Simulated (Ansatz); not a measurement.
**CH9InSi2: how energies converge with the basis set**

An exercise on one series of results from a longer session: the logs are not shown, and one member is left open.

Method: one geometry, several basis sets; program: Ansatz 0.2.0, Gaussian basis.

Plan: PBE0-D4/def2-SVP; ωB97M-V/def2-SVP; PBE0-D4/def2-QZVPP; ωB97M-V/def2-QZVPP; the functionals' def2-TZVPP values are taken from earlier runs.

1 further run of the same task is left out (for a known fault of the program). Runs told in other sessions of the task aren't counted.

## Structure used throughout

The geometry comes from an earlier relaxation with PBE0-D4 in a triple-zeta def2 set; it is a stationary point, not always the lowest conformer. In takes the def2 core potential; no spin-orbit term is included.

SMILES `[SiH3][CH2][InH][SiH3]`, 13 atoms, charge 0, spin multiplicity 1.

Atoms are counted from 1 here; the program's logs count them from 0.

Bond lengths: Si1–C2 1.859 Å, Si1–H5 1.491 Å, Si1–H6 1.490 Å, Si1–H7 1.492 Å, C2–In3 2.167 Å, C2–H8 1.093 Å, C2–H9 1.094 Å, In3–Si4 2.575 Å, In3–H10 1.731 Å, Si4–H11 1.490 Å, Si4–H12 1.491 Å, Si4–H13 1.489 Å. Angles: C2–Si1–H5 110.0°, C2–Si1–H6 113.5°, C2–Si1–H7 110.5°, H5–Si1–H6 107.8°, H5–Si1–H7 107.2°, H6–Si1–H7 107.6°, Si1–C2–In3 111.8°, Si1–C2–H8 110.5°, Si1–C2–H9 108.9°, In3–C2–H8 109.0°, In3–C2–H9 107.9°, H8–C2–H9 108.7°, C2–In3–Si4 119.2°, C2–In3–H10 117.7°, Si4–In3–H10 123.0°, In3–Si4–H11 111.8°, In3–Si4–H12 109.8°, In3–Si4–H13 112.1° and more.

Set-up of the first run:

Contents of in.yaml:

```yaml
crystal:
  periodic: [false, false, false]
  atoms:
    - {symbol: Si, position_ang: [-0.970630, 1.946276, -0.477780]}
    - {symbol: C, position_ang: [-0.151543, 1.189141, 1.009919]}
    - {symbol: In, position_ang: [1.268018, -0.349463, 0.450488]}
    - {symbol: Si, position_ang: [0.394771, -2.634197, -0.355543]}
    - {symbol: H, position_ang: [-1.702319, 0.898764, -1.246019]}
    - {symbol: H, position_ang: [-1.941498, 3.023997, -0.136106]}
    - {symbol: H, position_ang: [0.050239, 2.533455, -1.393225]}
    - {symbol: H, position_ang: [0.365927, 1.954800, 1.592980]}
    - {symbol: H, position_ang: [-0.917559, 0.726421, 1.639633]}
    - {symbol: H, position_ang: [2.952109, 0.040471, 0.533009]}
    - {symbol: H, position_ang: [1.158082, -3.763172, 0.247170]}
    - {symbol: H, position_ang: [0.539315, -2.736440, -1.836191]}
    - {symbol: H, position_ang: [-1.044911, -2.830063, -0.028325]}
basis:
  gaussian: {orbitals: def2-SVP}
hamiltonian: {xc: pbe0, dispersion: d4}
output: {orbitals: {seedname: orbitals}}
```

Run with:

```sh
ansatz run in.yaml --threads 4 --pin off --events-out ev --progress --plain --max-ram 10444MiB
```

Among the steps run: PBE0-D4 in def2-SVP; ωB97M-V in def2-SVP; PBE0-D4 in def2-QZVPP; ωB97M-V in def2-QZVPP.

One table of the session follows, with a row left open; its other results are not shown here.

It belongs to the step «Functionals by basis». 

```
functional       basis  HOMO (eV)  LUMO (eV)
   PBE0-D4    def2-SVP      -7.22      -1.96
   PBE0-D4  def2-TZVPP      -7.20      -1.99
   PBE0-D4  def2-QZVPP      -7.21      -2.00
   ωB97M-V    def2-SVP      -9.19      -0.36
   ωB97M-V  def2-TZVPP          ?          ?
   ωB97M-V  def2-QZVPP      -9.21      -0.49
```

**Question.** Estimate the row for ωB97M-V, def2-TZVPP.

As computed: HOMO (eV): -9.20; LUMO (eV): -0.47. In the column «HOMO (eV)» it lies between ωB97M-V, def2-QZVPP (-9.21) and ωB97M-V, def2-SVP (-9.19).
